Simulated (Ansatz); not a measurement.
# revPBE/cc-pVTZ run of HBr (hydrogen bromide)

What is the electronic atomisation energy of HBr (hydrogen bromide) at revPBE/cc-pVTZ? 

The calculation is run with Ansatz 0.2.0.

30 further runs of the same task are left out: 30 set aside as unsound or not needed.

## (1) The system as given

The species is HBr (2 atoms), meant as a singlet with charge 0. SMILES: `Br`. Geometry: relaxed at PBE0-D4/def2-TZVP.

Bond lengths: Br1–H2 1.420 Å.

## (2) The energy at revPBE/cc-pVTZ

molecule.yaml reads:

```yaml
crystal:
  periodic: [false, false, false]
  atoms:
    - {symbol: Br, position_ang: [-0.603220, 0.217960, -0.305050]}
    - {symbol: H, position_ang: [0.603220, -0.217960, 0.305050]}
basis:
  gaussian: {orbitals: cc-pVTZ}
hamiltonian: {xc: {name: revPBE}}
accuracy: high
output: {orbitals: {seedname: orbitals}}
```

Command:

```bash
$ ansatz run molecule.yaml --threads 1 --pin off --max-ram 3480MiB --events-out events.jsonl --progress --plain --runs-dir runs
```

Standard output:

```text
Warning: RAYON_NUM_THREADS=1 ignored (pool sized by the plan → 1); use --threads N
Functional definition: revPBE
  name "revPBE"
  parameter kappa = 1.245
  parameter beta = 0.06672455060314922
  exchange = pbe_x(kappa = kappa, mu = beta*pi^2/3)
  correlation = pbe_c(beta = beta)
735 factors; integrals over basis functions are off by at most 4.3e-9 eV
mean field evaluation 1: about -70057.8406 eV, gradient 8.8e0 eV
mean field evaluation 2: about -70057.9179 eV, gradient 5.8e0 eV
mean field evaluation 4: about -70058.0161 eV, gradient 3.0e-1 eV
mean field evaluation 8: about -70058.0136 eV, gradient 7.8e-3 eV
mean field evaluation 16: about -70058.0136 eV, gradient 2.1e-8 eV
mean field -70058.01358485 eV, -2574.5845122162 hartree, gradient 2.2e-8 eV, S^2 0.000000; 0 other end points of the search recorded, 0 dependent functions left out
reference -70058.01358729 eV, -2574.5845123059 hartree; 18, 18 occupied and 39, 39 virtual orbitals, 735 factors
Total energy: -70058.01358729 eV, -2574.5845123059 hartree
```

Run time: 1.4 s. Hardware: 1 thread of Arm Neoverse V2, shared host; peak memory 0.097 GiB.

## (3) The Br atom, same level

job.yaml reads:

```yaml
crystal:
  periodic: [false, false, false]
  atoms:
    - {symbol: Br, position_ang: [0.000000, 0.000000, 0.000000]}
basis:
  gaussian:
    orbitals: cc-pVTZ
magnetization:
  spin_polarized: true
  initial_magnetization: 1
hamiltonian:
  xc: {name: revPBE}
accuracy: high
```

Command:

```bash
$ ansatz run job.yaml --threads 1 --pin off --max-ram 3480MiB --events-out events.jsonl --progress --plain --runs-dir runs
```

Standard output:

```text
Warning: RAYON_NUM_THREADS=1 ignored (pool sized by the plan → 1); use --threads N
[... 6 set-up lines as earlier in the session ...]
434 factors; integrals over basis functions are off by at most 3.5e-9 eV
mean field evaluation 1: about -70040.2480 eV, gradient 5.9e0 eV
mean field evaluation 2: about -70040.3624 eV, gradient 2.1e0 eV
mean field evaluation 4: about -70040.3725 eV, gradient 2.5e-1 eV
mean field evaluation 8: about -70040.3722 eV, gradient 5.6e-4 eV
mean field evaluation 16: about -70040.3722 eV, gradient 4.6e-8 eV
mean field evaluation 32: about -70040.3718 eV, gradient 1.9e-1 eV
mean field -70040.37216281 eV, -2573.9362019140 hartree, gradient 9.5e-9 eV, S^2 0.752553; 2 other end points of the search recorded, 0 dependent functions left out
reference -70040.37216488 eV, -2573.9362019899 hartree; 18, 17 occupied and 25, 26 virtual orbitals, 434 factors
Total energy: -70040.37216488 eV, -2573.9362019899 hartree
```

Run time: 2.4 s. Hardware: 1 thread of Arm Neoverse V2, shared host; peak memory 0.094 GiB.

## (4) The H atom at the same level

run.yaml reads:

```yaml
crystal:
  periodic: [false, false, false]
  atoms:
    - {symbol: H, position_ang: [0.000000, 0.000000, 0.000000]}
basis:
  gaussian:
    orbitals: cc-pVTZ
magnetization:
  spin_polarized: true
  initial_magnetization: 1
hamiltonian:
  xc: {name: revPBE}
accuracy: high
```

Run the same way, it converges to -0.50413 Eh (log not shown).

## (5) What came out

Level: revPBE/cc-pVTZ.

| quantity | value |
| --- | --- |
| molecule: total energy | -2574.58451 Eh |
| molecule: HOMO energy | -7.38 eV |
| molecule: LUMO energy | -1.12 eV |
| molecule: HOMO–LUMO gap | 6.26 eV |
| Br atom: total energy | -2573.93620 Eh |
| Br atom: ⟨S²⟩ | 0.753 |
| H atom: total energy | -0.50413 Eh |
| H atom: ⟨S²⟩ | 0.750 |
| electronic atomisation energy | 3.923 eV |

What this shows: Taking the molecule apart into free atoms costs 3.92 eV (379 kJ/mol), before zero-point energy and without spin-orbit coupling.
